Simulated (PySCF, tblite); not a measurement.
# C2H8B2F2Si: geometry, infrared bands and NMR shifts

What infrared bands and NMR shifts should C2H8B2F2Si (`CB(C)[SiH2]B(F)F`) show?

Programs: tblite 0.8.0 and PySCF 2.14.0, with density-fitted response routines of our own. Each step states its level of theory. These are calculated values for one molecule in the gas phase, unless marked as measured. Atoms count from 0, in the outputs and in this text.

**1. Starting geometry**

15 atoms, charge 0, multiplicity 1; geometry from: force field or distance geometry start.

Bonds of the start (Å): C0–B1 1.58, B1–C2 1.59, B1–Si3 1.96, Si3–B4 1.94, B4–F5 1.45, B4–F6 1.44, C0–H7 1.12, C0–H8 1.10, C0–H9 1.11, C2–H10 1.11, C2–H11 1.10, C2–H12 1.10, Si3–H13 1.47, Si3–H14 1.45.

**2. Geometry optimisation with GFN2-xTB**

Job settings and geometry (Å):

```
{"job": {"kind": "relax", "xc": "GFN2-xTB", "basis": "xTB"}, "charge": 0, "multiplicity": 1}
C     -0.899000     1.440000     0.699200
B     -0.517100    -0.050900     0.341200
C     -1.552700    -1.251100     0.355700
Si     0.861700    -0.164200    -1.047900
B      2.560100    -0.049400    -0.107200
F      3.505300     0.941500    -0.568900
F      2.898700    -1.058800     0.869300
H     -1.006500     2.008300    -0.257700
H     -0.031800     1.885200     1.204400
H     -1.855200     1.532600     1.258000
H     -0.971000    -2.169200     0.119600
H     -2.051400    -1.403600     1.327100
H     -2.291700    -1.147200    -0.457500
H      0.703700    -1.431000    -1.778200
H      0.642400     0.925800    -1.978800
```

Command:

```
OMP_NUM_THREADS=1 python probes_run.py task.json out
```

The driver reads the jobs from task.json and runs them one after another.

**Question.** This job is followed by: GFN2-xTB harmonic vibrations, gas phase; GIAO PBE0/pcSseg-1 NMR shielding, non-relativistic, gas phase. Predict these results of the whole session: strongest single infrared mode (GFN2-xTB); zero-point energy (GFN2-xTB); 13C shifts against TMS (PBE0/pcSseg-1, means over atoms taken as alike); 1H shifts against TMS (PBE0/pcSseg-1, means over atoms taken as alike); 11B shifts against BF3·OEt2 (PBE0/pcSseg-1); 29Si shifts against TMS (PBE0/pcSseg-1); 19F shifts against CFCl3 (PBE0/pcSseg-1, means over atoms taken as alike).

**Answer**, as computed:

| quantity | value |
| --- | --- |
| strongest single infrared mode (GFN2-xTB) | 2157 cm⁻¹, 440 km/mol |
| zero-point energy (GFN2-xTB) | 63.6 kcal/mol |
| 13C shifts against TMS (PBE0/pcSseg-1, means over atoms taken as alike) | 26.0 ppm |
| 1H shifts against TMS (PBE0/pcSseg-1, means over atoms taken as alike) | 3.39, 1.59 ppm |
| 11B shifts against BF3·OEt2 (PBE0/pcSseg-1) | 110.0, 32.1 ppm |
| 29Si shifts against TMS (PBE0/pcSseg-1) | -122.6 ppm |
| 19F shifts against CFCl3 (PBE0/pcSseg-1, means over atoms taken as alike) | -13.3 ppm |

What this shows: Over 116 steps the energy fell by 1.121 eV; of the close pairs, B4–F6 changed most, 1.445 to 1.324 Å. The lowest mode is slightly imaginary (10i cm⁻¹), a soft motion within the noise of the Hessian, so the minimum is not strictly shown. The strongest single mode, at 2157 cm⁻¹, moves mainly H14. GFN2-xTB is a fitted tight-binding method: band positions and strengths are rough. Its intensities can rank the bands wrongly. At PBE0/pcSseg-1: The widest tensor belongs to F5, F6: span 374 ppm, with a paramagnetic part of -284 ppm.
